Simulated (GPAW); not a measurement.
Runs of GPAW 26.7.0 on RuAu. It takes space group Pm-3m (No. 221, cubic). Conventional cell: a = 3.165 Å, b = 3.165 Å, c = 3.165 Å, α = 90.00°, β = 90.00°, γ = 90.00°. Ru (site symmetry m-3m) is surrounded by 8 Au at 2.74 Å. Au (site symmetry m-3m) is surrounded by 8 Ru at 2.74 Å. The cell was built by a generator and needn't be a form met in nature.

```tsv
level	potentials or basis	eigensolver	pressure (GPa)
AM05	PAW data sets generated in the run's folder for this functional, pw	-	(a)
TPSS	GPAW PAW data sets (gpaw-data 1.2.1), pw	davidson	(c)
BLYP	PAW data sets generated in the run's folder for this functional, pw	davidson	14.0
PW91	PAW data sets generated in the run's folder for this functional, pw	-	2.5
SCAN	GPAW PAW data sets (gpaw-data 1.2.1), pw	-	-6.0
r2SCAN	GPAW PAW data sets (gpaw-data 1.2.1), pw	-	-1.7
revPBE	the program's PAW data sets (release 1.2.1) made for this functional, pw	-	(b)
LDA	the program's PAW data sets (release 1.2.1) made for this functional, pw	-	-11.7
```

Alike in all rows: task band structure; no spin polarisation; cell as given; k mesh 8 × 8 × 8; cutoff (eV) 600; smearing fermi-dirac 0.05 eV.

Fill in the values left out.

(a) -8.2; (b) 4.9; (c) -3.7.

Caveats: with this Au data set, volumes or pressures lay over 1.5 % or 2 GPa off other programs in two to four cells of ten; the PAW data sets were made with another functional, which shifts forces and pressure a little (some runs).

Runs at the PBE level aren't shown here.
